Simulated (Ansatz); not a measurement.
**AlGeH3 (singlet): the correlation ladder, cc-pVTZ**

One table from this session's results is given with a row withheld; the runs are named, their logs left out.

Method: cc-pVTZ, core rule «outside noble gas», up to 19 orbitals frozen; program: Ansatz 0.2.0, Gaussian basis.

To be run: UHF; CCSD(T) on RHF; BCCD(T) on RHF; CCSDT(Q) on RHF.

4 further runs of the same task are left out: 1 for a known fault of the program, 3 set aside as unsound or not needed.

**The system**

The geometry is a PBE0/def2-TZVP stationary point (not a proven minimum). No spin-orbit coupling is included. The filled d shell of Ge may be among the frozen orbitals whatever the setting's name suggests; the logs give the count.

5 atoms, charge 0, spin multiplicity 1.

Atoms are counted from 1 here; the program's logs count them from 0.

Bond lengths: Ge1–Al2 2.489 Å, Ge1–H3 1.666 Å, Ge1–H4 1.666 Å, Ge1–H5 1.569 Å, Al2–H3 1.966 Å, Al2–H4 1.966 Å. Angles: Al2–Ge1–H3 52.0°, Al2–Ge1–H4 52.0°, Al2–Ge1–H5 136.6°, H3–Ge1–H4 79.6°, H3–Ge1–H5 97.5°, H4–Ge1–H5 97.5°, Ge1–Al2–H3 41.9°, Ge1–Al2–H4 41.9°, H3–Al2–H4 65.7°, Ge1–H3–Al2 86.1°, Ge1–H4–Al2 86.1°.

The first run:

Input file in.yaml:

```yaml
crystal:
  periodic: [false, false, false]
  atoms:
    - {symbol: Ge, position_ang: [-0.042193, 0.000000, 0.662306]}
    - {symbol: Al, position_ang: [0.019956, 0.000001, -1.825711]}
    - {symbol: H, position_ang: [0.749707, -1.065978, -0.343663]}
    - {symbol: H, position_ang: [0.749700, 1.065983, -0.343662]}
    - {symbol: H, position_ang: [1.007150, 0.000002, 1.828832]}
basis:
  gaussian: {orbitals: cc-pVTZ}
magnetization: {spin_polarized: true, initial_magnetization: 0}
hamiltonian: {xc: hf}
output: {orbitals: {seedname: orbitals}}
```

Started as:

```console
ansatz run in.yaml --threads 1 --pin off --events-out ev --progress --plain --max-ram 2816MiB --backend cpu
```

Steps of the session up to this table: UHF; CCSD(T) on RHF; BCCD(T) on RHF; CCSDT(Q) on RHF.

One of the session's tables, all rows but one given; the rest of the session is left out.

```
   method  from RCCSDT(Q) (kJ/mol)
      RHF                   +635.3
     RMP2                        ?
    RCCSD                    +31.4
 RCCSD(T)                     +5.2
  BCCD(T)                     +5.0
   RCCSDT                     +1.6
RCCSDT(Q)                        0
```

**Question.** Estimate the row for RMP2.

**Answer.** from RCCSDT(Q) (kJ/mol): +124.4. In the column «from RCCSDT(Q) (kJ/mol)» it lies between RCCSD (+31.4) and RHF (+635.3).

With the free atoms at the same levels and basis (separate runs), the atomisation energy is 10.871 eV at RCCSDT(Q), 10.846 eV at RCCSD(T), 7.553 eV at RHF.
